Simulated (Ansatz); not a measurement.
Task: a single point in a Gaussian basis of ClGeH₄Si, SMILES [SiH3][GeH][Cl], with the Ansatz DFT code, driven from Python. Give the script and its output. Settings: BLYP, 6-31G* basis, multiplicity 2, D3BJ dispersion.

```xyz
7

Si   -0.7463    0.3083   -0.4785
Ge    1.3240   -0.3354    0.1223
Cl    1.1705   -2.2584    1.0876
H    -1.3041   -0.6203   -1.4174
H    -0.7120    1.6561   -1.1708
H    -1.6385    0.4759    0.7080
H     1.9676    0.7060    1.1032
```

`energy_clgeh4si.py`
```python
"""Electronic structure of the ClGeH4Si molecule."""

from pathlib import Path

import ansatz as az
import numpy as np

geometry_ang = [
    ("Si", (-0.7463, 0.3083, -0.4785)),
    ("Ge", (1.324, -0.3354, 0.1223)),
    ("Cl", (1.1705, -2.2584, 1.0876)),
    ("H", (-1.3041, -0.6203, -1.4174)),
    ("H", (-0.712, 1.6561, -1.1708)),
    ("H", (-1.6385, 0.4759, 0.708)),
    ("H", (1.9676, 0.706, 1.1032)),
]
geometry = az.Crystal.molecule()
for symbol, xyz in geometry_ang:
    geometry = geometry.atom(symbol, xyz)

job = (
    geometry.calculation()
    .basis(gaussian="6-31G*")
    .functional("blyp", dispersion="d3bj")
    .spin("collinear", total=1)
    .forces()
    .orbitals()
)
print(job.to_yaml())
done = job.run(runs_dir="clgeh4si_runs")
data = done.report

for key in ("converged", "free_energy_ev", "reference_energy_ev", "n_frozen", "n_occupied", "n_virtual"):
    print(f"{key:22s} {data[key]}")

symbols = [site.symbol for site in geometry.cartesian_sites]
print("forces (eV/A)")
for symbol, f in zip(symbols, data["forces_ev_ang"]):
    print(f"  {symbol:2s} {f[0]:9.4f} {f[1]:9.4f} {f[2]:9.4f}")

charges = data["charge_distribution"]
dipole = np.array(charges["dipole_moment_e_ang"]) * 4.803205
print("dipole (D): {:.3f} {:.3f} {:.3f}, length {:.3f}".format(*dipole, np.linalg.norm(dipole)))
print("atom  Mulliken   Lowdin")
for symbol, m, l in zip(symbols, charges["mulliken_charges_e"], charges["lowdin_charges_e"]):
    print(f"{symbol:4s} {m:9.3f} {l:8.3f}")

lines = Path(data["orbitals_path"]).read_text().splitlines()
field_of = lambda key: [line.split("=")[1].strip() for line in lines if line.startswith(key)]
orbitals = [(27.211386 * float(e), s, float(n)) for e, s, n in zip(field_of("Ene="), field_of("Spin="), field_of("Occup="))]
homo = max(e for e, _, n in orbitals if n > 0.5)
lumo = min(e for e, _, n in orbitals if n < 0.5)
print(f"HOMO {homo:.3f} eV, LUMO {lumo:.3f} eV, gap {lumo - homo:.3f} eV")
```

```console
$ python energy_clgeh4si.py
crystal:
  periodic: [false, false, false]
  atoms:
    - { symbol: Si, position_ang: [-0.7463, 0.3083, -0.4785] }
    - { symbol: Ge, position_ang: [1.324, -0.3354, 0.1223] }
    - { symbol: Cl, position_ang: [1.1705, -2.2584, 1.0876] }
    - { symbol: H, position_ang: [-1.3041, -0.6203, -1.4174] }
    - { symbol: H, position_ang: [-0.712, 1.6561, -1.1708] }
    - { symbol: H, position_ang: [-1.6385, 0.4759, 0.708] }
    - { symbol: H, position_ang: [1.9676, 0.706, 1.1032] }
basis:
  gaussian:
    orbitals: "6-31G*"
hamiltonian:
  xc: blyp
  dispersion: d3bj
magnetization:
  spin_polarized: true
  initial_magnetization: 1.0
output:
  orbitals: {}
  forces: true

converged              True
free_energy_ev         -76976.36662647649
reference_energy_ev    -76975.98236206979
n_frozen               0
n_occupied             [34, 33]
n_virtual              [47, 48]
forces (eV/A)
  Si   -1.5238    1.6791   -0.1151
  Ge    1.8914    0.4788   -0.2008
  Cl   -0.0239   -0.8756    0.5757
  H    -0.5244   -0.8582   -0.6993
  H     0.1610   -0.2174    0.1382
  H    -0.1119   -0.0994    0.0956
  H     0.1317   -0.1073    0.2056
dipole (D): -0.357 1.422 -0.679, length 1.615
atom  Mulliken   Lowdin
Si       0.226    0.183
Ge      -0.032   -0.257
Cl      -0.148    0.120
H       -0.018   -0.018
H       -0.044   -0.030
H       -0.030   -0.022
H        0.047    0.023
HOMO -5.013 eV, LUMO -4.062 eV, gap 0.951 eV
```

Caveats:
- Total energies depend on the basis set; only differences at equal settings carry meaning.
- The geometry is a force-field or estimated start, not a minimum of this method, and the basis set is short of its limit.
- The species is open-shell (spin multiplicity 2).
- The Löwdin charges here are taken after orthogonalising the functions within each atom; they differ from plain Löwdin charges, and their signs can be unphysical.
- Total less reference energy is the dispersion correction.
- Levels such as HOMO and LUMO are orbital energies: with these approximate functionals they aren't the ionisation energy and electron affinity, and their gap isn't the fundamental gap.
- Wall time of the script: 4.5 s on 1 thread of Arm Neoverse V2, with other jobs on the host, peak memory 0.21 GiB.

(Lines on the test bed's own set-up are left out of the output.)
